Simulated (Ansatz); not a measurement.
Mg6MnMo:

```
CELL_PARAMETERS angstrom
4.77287 0.00000 0.00000
0.00000 2.98853 5.44126
0.00000 -2.98853 5.44126
ATOMIC_POSITIONS crystal
Mo 0.50000 0.68868 0.68868
Mn 0.00000 0.80719 0.80719
Mg 0.50000 0.16938 0.16938
Mg 0.50000 0.67808 0.16454
Mg 0.50000 0.16454 0.67808
Mg 0.00000 0.33026 0.33026
Mg 0.00000 0.82062 0.34125
Mg 0.00000 0.34125 0.82062
```

The cell comes from a database or a generator and needn't be the stable form of this composition.

```yaml
Program: Ansatz 0.2.0
Task: single point
Functional: PBE
Potentials_or_basis: Ansatz PAW
Cutoff: "420 eV (not typed: the program's choice for these potentials)"
k_mesh: 6 × 5 × 5
Occupations: fermi-dirac, width 0.05 eV
Spin: collinear spin, ferromagnetic start
Starting_moments: "[1.0, 4.0, 0.0, 0.0, 0.0, 0.0, 0.0, 0.0] μB"
```

On this cell: pressure -0.1 GPa; largest force 0.071 eV/Å; net moment 2.31 μB per cell; site moments Mo -0.77; Mn +3.27; Mg +0.03, -0.01, -0.04, -0.02 μB; band gap on the k mesh none (metal or under the smearing width).

The same run follows on a disturbed copy (atoms moved at random, drawn with an rms of 0.05 Å):

```
Mo Mn Mg
1.0
     4.77287    0.00000    0.00000
     0.00000    2.98853    5.44126
     0.00000   -2.98853    5.44126
Mo Mn Mg
1 1 6
Direct
  0.49407 0.68922 0.68907
  0.00701 0.80959 0.80844
  0.49610 0.16741 0.17358
  0.50788 0.67464 0.16516
  0.49395 0.15803 0.68872
  0.99161 0.32632 0.33274
  0.00043 0.82457 0.34656
  0.01102 0.34072 0.81910
```

**Question.** What changes?

**Answer.** The energy (extrapolated to zero smearing) moves by +4.7 meV/atom; pressure 0.1 GPa; largest force 0.358 eV/Å; net moment 2.33 μB per cell; site moments Mo -0.74; Mn +3.25; Mg +0.03, -0.01, -0.04, -0.02 μB; band gap on the k mesh none (metal or under the smearing width).

Forces on the atoms (eV/Å):
```
Mo   0.160 -0.079  0.072
Mn  -0.046 -0.087 -0.075
Mg   0.084  0.048  0.019
Mg  -0.189 -0.108  0.156
Mg   0.184  0.213 -0.042
Mg   0.164  0.039  0.038
Mg  -0.006 -0.013 -0.241
Mg  -0.350 -0.014  0.074
```

Stress tensor (GPa, compression positive):
```
-0.23 -0.24  0.21
-0.24  0.22  0.00
 0.21  0.00  0.22
```

Caveats: the starting moments weren't kept.
